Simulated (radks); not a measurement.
# C in [He] 2s2 2p1 3d1: an all-electron calculation

An exercise on one series of results from a longer session: the logs are not shown, and one member is left open.

The numbers are computed with radks (a radial shooting solver on a logarithmic mesh, Libxc functionals) version 1 (Dirac Kohn-Sham, PBE, spin-unpolarised, spherical densities, finite nucleus; open shells fill j = l - 1/2 first), except any that are marked as measured or tabulated.

## What is computed

| Property | Result |
| --- | --- |
| element | carbon (Z = 6) |
| charge | 0 |
| electrons | 6 |
| configuration | [He] 2s2 2p1 3d1 |
| nuclear rms radius | 2.4702 fm |

Set-up of the first run:

Settings of this run:

```text
Z 6
configuration [He] 2s2 2p1 3d1 3s0 3p0 4d0 4f0
relativity Dirac
functional pbe,pbe
spin unpolarised
j_filling energy
nucleus finite rms 2.4702 fm
c 137.035999084
```

Among the steps run: Self-consistent calculation.

One table of the session follows, with a row left open; its other results are not shown here.

It belongs to the step «Radial structure». Sizes of the orbitals, from the radial functions (bohr):

```
level    <r>  outermost maximum (interpolated)  90 % within  nodes
1s1/2      ?                                 ?            ?      ?
2s1/2  1.465                              1.17         2.30      1
2p1/2  1.510                              1.11         2.53      0
2p3/2  1.510                              1.11         2.53      0
3s1/2  5.567                              4.67         8.51      2
3p1/2  7.182                              6.11         10.9      1
3p3/2  7.184                              6.11         10.9      1
3d3/2  9.949                              9.00         14.9      0
3d5/2  9.950                              9.00         14.9      0
```

**Question.** Estimate the row for 1s1/2.

**Answer.** <r>: 0.2705; outermost maximum (interpolated): 0.174; 90 % within: 0.486; nodes: 0. In the column «<r>» it is the lowest.
